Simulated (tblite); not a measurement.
# C7H14Ge: the cost of one run

Programs: tblite 0.8.0 and PySCF 2.14.0, with density-fitted response routines of our own. Each step states its level of theory. These are calculated values for one molecule, in the gas phase or a continuum, unless marked as measured. Atoms count from 0, in the outputs and in this text.

## Step 1: Starting geometry

22 atoms, charge 0, multiplicity 1; geometry from: force field or distance geometry start.

Bonds of the start (Å): C0–C1 1.51, C1–C2 1.48, C1–Ge3 1.93, Ge3–C4 1.97, C4–C5 1.48, C5–C6 1.27, C6–C7 1.47, C7–Ge3 1.96, C0–H8 1.13, C0–H9 1.12, C0–H10 1.10, C1–H11 1.14, C2–H12 1.13, C2–H13 1.10, C2–H14 1.13, Ge3–H15 1.52, C4–H16 1.12, C4–H17 1.11, C5–H18 1.14, C6–H19 1.14, C7–H20 1.11, C7–H21 1.11.

## Step 2: Geometry optimisation with GFN2-xTB

What the job is given:

```
{"job": {"kind": "relax", "xc": "GFN2-xTB", "basis": "xTB"}, "charge": 0, "multiplicity": 1}
C     -2.358000    -1.202000    -0.543200
C     -1.461500    -0.292800     0.256900
C     -1.935800     1.105100     0.095800
Ge     0.373100    -0.589100    -0.260100
C      1.578600    -0.711100     1.289500
C      2.733500    -0.022400     0.682100
C      2.598300     0.775300    -0.301900
C      1.276800     1.042300    -0.876200
H     -2.185200    -2.284000    -0.283200
H     -3.439500    -0.931500    -0.409800
H     -2.100900    -1.104000    -1.611600
H     -1.616200    -0.548300     1.357000
H     -2.762100     1.322300     0.836800
H     -1.178500     1.886300     0.274700
H     -2.362800     1.195700    -0.941400
H      0.593000    -1.756800    -1.207700
H      1.144300    -0.149200     2.157900
H      1.778600    -1.773200     1.545200
H      3.761500    -0.224000     1.140600
H      3.496200     1.304500    -0.753100
H      1.261200     1.021400    -1.982600
H      0.795100     1.954800    -0.466400
```

On the command line:

```
OMP_NUM_THREADS=1 python probes_run.py task.json out
```

One launch serves the whole session: the jobs run in the order shown.

Q: Estimate the wall time and peak memory of this first job on 1 thread of Arm Neoverse V1, shared host.

About 1.9 s, with a peak of 0.18 GiB.
